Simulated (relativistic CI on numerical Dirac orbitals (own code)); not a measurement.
# Hf XXVII (Hf²⁶⁺): levels and lines

Aim: the low levels of Hf²⁶⁺, their labels and the strongest lines; runs with one setting changed show what the result hangs on.

Program: relativistic CI on numerical Dirac orbitals (own code) version 4. Level of theory: Dirac-Coulomb-Breit CI, KLI orbitals optimised for each configuration, model QED (radiative potential, 1s self-energy scaled to tabulated hydrogen-like ionisation energies). These are calculated values, not measurements, unless marked.

### 1 The atom as given

| Quantity | Value |
| --- | --- |
| ion | Hf²⁶⁺ (Hf XXVII) |
| nuclear charge | 72 |
| electrons | 46 |
| isotope | A = 180 |
| first configuration typed | [Kr] 4d10 |

The outer shells:

first configuration typed
```
[Kr] core
4d [↑↓][↑↓][↑↓][↑↓][↑↓]
```

### 2 Base run

Settings of the run:

```ini
atom Hf  Z=72  charge=26  electrons=46
nucleus A=180  rms_radius_fm=5.3470
hamiltonian dirac-coulomb  breit=on  qed=on  c_scale=1
orbitals kli  potential=per-configuration
slater_scale 1
correlation none
mixing on
configurations
  [Kr] 4d10
  [Kr] 4d9 4f
  [Ar] 3d10 4s2 4p5 4d10 4f
  [Ar] 3d10 4s 4p6 4d10 4f
  [Kr] 4d9 5s
  [Kr] 4d9 5p
  [Kr] 4d9 5d
  [Ar] 3d10 4s2 4p5 4d10 5s
  [Ar] 3d10 4p6 4d10 4f2
  [Ar] 3d10 4p6 4d9 4f3
  [Ar] 3d10 4p5 4d10 4f3
  [Ar] 3d10 4p6 4d9 4f2 5s
  [Ar] 3d10 4p6 4d9 4f2 5p
  [Ar] 3d10 4p6 4d9 4f2 5d
end
```

On the command line:

```
> python run_levels.py task.json out
```

One command runs all members of the session, one after another, from task.json.

### 3 The first 3 configurations alone

Settings of the run:

```ini
atom Hf  Z=72  charge=26  electrons=46
nucleus A=180  rms_radius_fm=5.3470
hamiltonian dirac-coulomb  breit=on  qed=on  c_scale=1
orbitals kli  potential=per-configuration
slater_scale 1
correlation none
mixing on
configurations
  [Kr] 4d10
  [Kr] 4d9 4f
  [Ar] 3d10 4s2 4p5 4d10 4f
end
```

### 4 The first configuration alone

Changes to the settings of step 3:

```diff
@@ -9,4 +9,2 @@
   [Kr] 4d10
-  [Kr] 4d9 4f
-  [Ar] 3d10 4s2 4p5 4d10 4f
 end
```

(Steps that only read results are left out.)

Q: Predict the outcome of this session. Wanted: lowest level; first excitation; lowest level of the other parity; fastest E1 line; ionisation energy.

As calculated:

| run | time | mean size of shift, levels followed (cm⁻¹) | lowest level | ionisation energy (eV) |
| --- | --- | --- | --- | --- |
| main run | 1.8 s | 0 | 4d10 1S0 | 1001.7 |
| the first 3 configurations alone | 0.21 s | 182 | 4d10 1S0 | - |
| the first configuration alone | 0.064 s | - | 4d10 1S0 | - |

The tabulated theoretical ionisation energy (NIST) is 1002 eV.

| quantity | value |
| --- | --- |
| lowest level | 4d10 1S0 |
| first excitation | 4d9 4f 3P°0, 179.93 eV |
| lowest level of the other parity | 4d9 4f 3P°0, 179.93 eV |
| levels in the model | 2548 |
| fastest E1 line (by rate) to the lowest level among the lowest 75 of 2548 levels | 5.073 nm, from 4d9 4f 1P°1 |
| ionisation energy | 1001.7 eV |
| ionisation energy, tabulated theoretical (NIST) | 1002 eV |

**Reading.** The lowest level is 4d10 1S0, 100 % pure in LS and 100 % in jj coupling; over the low levels the means are 69 and 81 %, so jj coupling describes them better. The ionisation energy agrees with the tabulated theoretical value within its uncertainty of 4 eV. Of the changes tried, the run «the first 3 configurations alone» moves the low levels most, by 182 cm⁻¹ on average. Lifetimes count radiative decay inside the model alone.
